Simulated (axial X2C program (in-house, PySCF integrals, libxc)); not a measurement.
**HMoH⁻: bond lengths and stretches, held linear**

An exercise on one series of results from a longer session: the logs are not shown, and one member is left open.

Program: an in-house X2C program for linear molecules on PySCF integrals. Level of theory: all-electron X2C, two-component (2c) or spin-free, H dyall-v3z, Mo dyall-v3z. These are calculated values, not measurements.

All values are calculated.

2 further runs of the same task are left out: 2 set aside as unsound or not needed.

The first run:

The input, task.json:

```json
{
 "zs": [
  1,
  42,
  1
 ],
 "q": -1,
 "bas": [
  "dyall-v3z",
  "dyall-v3z",
  "dyall-v3z"
 ],
 "r0": [
  1.7,
  1.7
 ],
 "symm": 1,
 "scan": [
  "PBE0",
  "HF",
  "TPSSh"
 ],
 "levels": [
  "PBE0",
  "HF",
  "TPSSh"
 ],
 "nst": 2
}
```

Keys: zs atomic numbers; q charge; bas basis sets; r0 starting distance in Å; symm equal bonds; scan levels of the two-bond scan (MP2 follows by itself at each HF point); levels methods; nst determinants followed.

Started as:

```sh
> python solin.py task.json out
```

Masses H 1.008, Mo 97.905, H 1.008 u.

Steps of the session up to this table: Scan at PBE0, 2c; Scan at HF, 2c; Scan at TPSSh, 2c.

One table of the session follows, with a row left open; its other results are not shown here.

```
           level  r(H–Mo) (Å)  r(Mo–H) (Å)  lower stretch (cm⁻¹)  upper stretch (cm⁻¹)
        PBE0, 2c        1.889        1.889                1234.3                1448.3
          HF, 2c        1.952        1.952                1150.9                1359.3
       TPSSh, 2c        1.892        1.892                1244.3                1460.1
         MP2, 2c        1.867        1.867                1304.6                1510.1
 PBE0, spin-free        1.889        1.889                1235.5                1449.3
   HF, spin-free            ?            ?                     ?                     ?
TPSSh, spin-free        1.891        1.891                1245.5                1461.2
  MP2, spin-free        1.867        1.867                1305.7                1511.1
```

Estimate the missing values for HF, spin-free.

The run gave: r(H–Mo) (Å): 1.952; r(Mo–H) (Å): 1.952; lower stretch (cm⁻¹): 1152.3; upper stretch (cm⁻¹): 1360.6.

Scans not shown above were run alike.

Caveats from the session: For an anion the highest level of a functional can be positive, and the basis then holds the extra electron. The molecule was held linear; bending was not examined, so a bent shape may lie lower.
